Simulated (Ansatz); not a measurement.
# Si4BW: the cost of one run

Program: Ansatz 0.2.0. Level of theory: DFT PBE, scalar-relativistic, plane waves, PAW. These are calculated values, not measurements.

1 further run of the same task is left out (it didn't finish).

## (1) Starting point

It takes space group P4/mmm (No. 123, tetragonal). The conventional cell has a = 3.827 Å, b = 3.827 Å, c = 5.757 Å, α = 90.00°, β = 90.00°, γ = 90.00°. Around Si (site symmetry m2m) lie 1 B at 1.48 Å. B (site symmetry 4/mmm) has 4 Si at 1.48 Å as nearest neighbours. W (site symmetry 4/mmm) has 8 Si at 3.13 Å as nearest neighbours.

Structure file:

```
CELL_PARAMETERS angstrom
3.82687 0.00000 0.00000
0.00000 3.82687 0.00000
0.00000 0.00000 5.75717
ATOMIC_POSITIONS crystal
Si 0.22646 0.22646 0.00000
Si 0.77354 0.77354 0.00000
Si 0.77354 0.22646 0.00000
Si 0.22646 0.77354 0.00000
B 0.50000 0.50000 0.00000
W 0.00000 0.00000 0.50000
```

Recipe of the guess: random cell by space group and Wyckoff sites (P4/mmm, No. 123). Its size is a rough estimate.

## (2) A first look at the guess

input.yaml

```yaml
crystal:
  lattice:
    - [3.82686755, 0.0, 0.0]
    - [0.0, 3.82686755, 0.0]
    - [0.0, 0.0, 5.75717435]
  atoms:
    - { symbol: Si, position: [0.22646153, 0.22646153, 0.0] }
    - { symbol: Si, position: [0.77353847, 0.77353847, 0.0] }
    - { symbol: Si, position: [0.77353847, 0.22646153, 0.0] }
    - { symbol: Si, position: [0.22646153, 0.77353847, 0.0] }
    - { symbol: B, position: [0.5, 0.5, 0.0] }
    - { symbol: W, position: [0.0, 0.0, 0.5] }
basis:
  ecutwfc: 420
kpoints:
  mp_grid: { grid: [4, 4, 4] }
hamiltonian:
  xc: pbe
scf:
  occupations: { method: gaussian, width: 0.1 }
  lower_state_search: "off"
output:
  forces: true
  stress: true
  eigenvalues: true
```

Run with:

```sh
$ ansatz run input.yaml --threads 1 --pin off --max-ram 2560MiB --backend cpu --events-out ev --progress --plain --runs-dir out
```

What time and memory should one allow on 1 thread of AMD EPYC (Zen 3), shared host?

About 4.3 s, with a peak of 0.36 GiB.
